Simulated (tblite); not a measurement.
# C3H9AsN2Si: the cost of one run

Computed with tblite 0.8.0 and PySCF 2.14.0, with density-fitted response routines of our own, on a single molecule in the gas phase. Atoms count from 0, in the outputs and in this text.

## Step 1: The molecule as given

16 atoms, charge 0, multiplicity 1; geometry from: force field or distance geometry start.

Bonds of the start (Å): C0–As1 1.98, As1–C2 1.95, C2–Si3 1.87, Si3–N4 1.80, Si3–C5 1.81, C5–N6 1.16, C0–H7 1.11, C0–H8 1.11, C0–H9 1.11, As1–H10 1.57, C2–H11 1.11, C2–H12 1.10, Si3–H13 1.47, N4–H14 1.04, N4–H15 1.05.

## Step 2: Geometry optimisation with GFN2-xTB

What the job is given:

```
{"job": {"kind": "relax", "xc": "GFN2-xTB", "basis": "xTB"}, "charge": 0, "multiplicity": 1}
C      2.795700    -0.442700    -0.417200
As     1.483700    -0.073100     1.012100
C      0.080000     0.454800    -0.236500
Si    -1.530400     0.733500     0.678300
N     -2.085800    -0.815100     1.419700
C     -2.797800     1.334700    -0.469000
N     -3.596700     1.726600    -1.205400
H      3.095800     0.520800    -0.887000
H      3.686500    -0.937500     0.015900
H      2.331200    -1.107600    -1.175400
H      1.002400    -1.566500     1.058300
H      0.359900     1.401900    -0.737000
H     -0.083000    -0.329600    -0.995300
H     -1.318100     1.721800     1.745200
H     -2.053500    -1.526100     0.659800
H     -1.377400    -1.086800     2.139300
```

Started as:

```
> OMP_NUM_THREADS=1 python probes_run.py task.json out
```

This one command runs all jobs of the session in turn.

**Question.** How long does this first job take on 1 thread of Arm Neoverse N1, shared host?

About 2.6 s.
